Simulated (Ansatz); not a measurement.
C2H8OSi2, SMILES C=C([SiH3])[SiH2]O, a geometry optimisation

Run with Ansatz 0.2.0 through its Python package.

`opt_c2h8osi2.py`:
```python
import itertools

import ansatz as az
from ase.data import atomic_numbers, covalent_radii
import numpy as np

geometry_ang = [
    ("C", (-0.1646, 1.636, 0.2602)),
    ("C", (-0.0394, 0.3451, 0.2391)),
    ("Si", (0.6927, -0.6253, 1.6016)),
    ("Si", (-0.4563, -0.7782, -1.1323)),
    ("O", (-0.9421, 0.0662, -2.5034)),
    ("H", (-0.6835, 2.2224, -0.5816)),
    ("H", (0.1196, 2.3012, 1.0942)),
    ("H", (2.0334, -1.2301, 1.1555)),
    ("H", (1.0361, 0.2964, 2.7933)),
    ("H", (-0.201, -1.6795, 2.1164)),
    ("H", (-1.6973, -1.6147, -0.6981)),
    ("H", (0.6221, -1.6565, -1.484)),
    ("H", (-0.2993, 0.6821, -2.8461)),
]
system = az.Crystal.molecule()
for symbol, xyz in geometry_ang:
    system = system.atom(symbol, xyz)

model = system.calculation()
model = model.basis(gaussian="cc-pVDZ")
model = model.functional("b3lyp")
symbols = [site.symbol for site in system.cartesian_sites]
start = np.array([site.position_ang for site in system.cartesian_sites], dtype=float)
def progress(event):
    if event["event"] == "relax_step":
        row = event["data"]
        print(f"step {row['step']:3d}  E = {row['lagrangian_ev']:.6f} eV  largest force component {row['allowed_force_max_ev_ang']:.4f} eV/A")


data = model.relax(force_tolerance=0.02, max_steps=100).session().plan().execute(on_event=progress).report
end = np.array(data["positions_ang"])

print(f"E = {data['free_energy_ev']:.6f} eV = {data['free_energy_ev'] / 27.211386246:.7f} Ha")
print("converged:", data["converged"], " doubts:", data["published_state_doubts"] or "none")

radius = [covalent_radii[atomic_numbers[s]] for s in symbols]
span = lambda where, i, j: np.linalg.norm(where[i] - where[j])
bonded = [(i, j) for i, j in itertools.combinations(range(len(symbols)), 2) if min(span(start, i, j), span(end, i, j)) < 1.2 * (radius[i] + radius[j])]
print("pair        before    after (A)")
for i, j in bonded:
    print(f"{symbols[i]}{i}-{symbols[j]}{j}".ljust(10), f"{span(start, i, j):8.4f} {span(end, i, j):8.4f}")
```

```console
$ python opt_c2h8osi2.py
step   1  E = -20007.515895 eV  largest force component 4.0326 eV/A
step   2  E = -20007.896710 eV  largest force component 1.3794 eV/A
step   3  E = -20007.865099 eV  largest force component 1.1840 eV/A
step   4  E = -20007.982579 eV  largest force component 0.5401 eV/A
step   5  E = -20008.001818 eV  largest force component 0.2782 eV/A
step   6  E = -20007.983074 eV  largest force component 0.5437 eV/A
step   7  E = -20008.006724 eV  largest force component 0.0502 eV/A
step   8  E = -20008.007852 eV  largest force component 0.0191 eV/A
E = -20008.008144 eV = -735.2807374 Ha
converged: True  doubts: none
pair        before    after (A)
C0-C1        1.2971   1.3485
C0-H5        1.1497   1.0975
C0-H6        1.1040   1.0974
C1-Si2       1.8259   1.8908
C1-Si3       1.8211   1.8900
Si2-H7       1.5370   1.4988
Si2-H8       1.5452   1.4973
Si2-H9       1.4748   1.4987
Si3-O4       1.6819   1.6946
Si3-H10      1.5583   1.4917
Si3-H11      1.4346   1.5008
O4-H12       0.9539   0.9669
```

What to keep in mind:
- Total energies depend on the basis set; only differences at equal settings carry meaning.
- The end point is the stationary point reached from this start; no frequency run checks that it is a minimum, and the basis set is modest.
- b3lyp holds the VWN-RPA fit, as in Gaussian; the form of ORCA and Turbomole is b3lyp5.
- Wall time of the script: 53 s on 1 thread of Arm Neoverse V2, on a shared host, peak memory 0.36 GiB.

(Lines on the test bed's own set-up are left out of the output.)
